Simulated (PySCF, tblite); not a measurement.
# C6H9N3O: geometry, infrared bands and NMR shifts

Wanted: the infrared bands and NMR shifts of C6H9N3O (`CC(=O)c1nnc(C)n1C`), by calculation.

Programs: tblite 0.8.0 and PySCF 2.14.0, with density-fitted response routines of our own. Each step states its level of theory. These are calculated values for one molecule in the gas phase, unless marked as measured. Atoms are numbered from 0 throughout.

### 1 The molecule as given

19 atoms, charge 0, multiplicity 1; geometry from: force field or distance geometry start.

Bonds of the start (Å): C0–C1 1.51, C1–O2 1.27, C1–C3 1.45, C3–N4 1.33, N4–N5 1.33, N5–C6 1.34, C6–C7 1.48, C6–N8 1.35, N8–C9 1.47, N8–C3 1.34, C0–H10 1.09, C0–H11 1.10, C0–H12 1.11, C7–H13 1.12, C7–H14 1.12, C7–H15 1.12, C9–H16 1.12, C9–H17 1.11, C9–H18 1.11.

### 2 Optimising the geometry with GFN2-xTB

Job settings and geometry (Å):

```
{"job": {"kind": "relax", "xc": "GFN2-xTB", "basis": "xTB"}, "charge": 0, "multiplicity": 1}
C      3.223000     0.253400    -0.079800
C      1.892900    -0.154600     0.517200
O      1.887500    -0.762700     1.633900
C      0.711400     0.186200    -0.247900
N      0.649200     0.814600    -1.414700
N     -0.620700     0.932500    -1.793700
C     -1.384200     0.370700    -0.845600
C     -2.857800     0.284100    -0.854400
N     -0.550600    -0.097000     0.110300
C     -0.893400    -0.790600     1.355300
H      3.868500    -0.600300    -0.288200
H      3.713200     0.892800     0.666000
H      2.997500     0.792500    -1.020100
H     -3.264600     1.301700    -1.084600
H     -3.140900    -0.337700    -1.737200
H     -3.285000    -0.142500     0.084400
H     -0.656100    -0.135900     2.232200
H     -1.970900    -1.047700     1.364600
H     -0.328800    -1.750200     1.394900
```

Run with:

```
> OMP_NUM_THREADS=1 python probes_run.py task.json out
```

One launch serves the whole session: the jobs run in the order shown.

**Question.** This job is followed by: GFN2-xTB harmonic vibrations, gas phase; GIAO PBE0/pcSseg-1 NMR shielding, non-relativistic, gas phase. What will the session give for the following? strongest single infrared mode (GFN2-xTB); zero-point energy (GFN2-xTB); 13C shifts against TMS (PBE0/pcSseg-1); 1H shifts against TMS (PBE0/pcSseg-1, means over atoms taken as alike); 17O shifts against H2O (PBE0/pcSseg-1); 15N shifts against NH3 (PBE0/pcSseg-1).

**Answer**, as computed:

```
                                                              quantity                                      value
                             strongest single infrared mode (GFN2-xTB)                      1719 cm⁻¹, 348 km/mol
                                          zero-point energy (GFN2-xTB)                              93.1 kcal/mol
                                13C shifts against TMS (PBE0/pcSseg-1)  198.7, 158.9, 155.0, 29.9, 29.2, 12.7 ppm
1H shifts against TMS (PBE0/pcSseg-1, means over atoms taken as alike)                       4.24, 2.99, 2.53 ppm
                                17O shifts against H2O (PBE0/pcSseg-1)                                  611.1 ppm
                                15N shifts against NH3 (PBE0/pcSseg-1)                    394.1, 365.5, 193.7 ppm
```

In words: Relaxing lowered the energy by 0.456 eV in 188 steps; the close pair that moved most is C1–O2, from 1.272 to 1.215 Å. All 51 modes are real, so the xTB geometry is a minimum. The strongest single mode, at 1719 cm⁻¹, moves mainly C1 and O2. GFN2-xTB is a fitted tight-binding method: band positions and strengths are rough. Its intensities can rank the bands wrongly. C1 (ketone carbonyl carbon) lies farthest downfield among carbon, at 198.7 ppm; the double bond to the heteroatom, with no lone-pair donor beside it, deshields it most. The most deshielded hydrogen is H16, H17, H18 (mean) (hydrogen on a methyl carbon bonded to N), at 4.24 ppm: its carbon carries N, which withdraws density. At PBE0/pcSseg-1: The widest tensor belongs to O2: span 1222 ppm, with a paramagnetic part of -678 ppm. NICS(1)zz of -28 ppm above the planar ring from C3 marks a diatropic (aromatic) ring current.
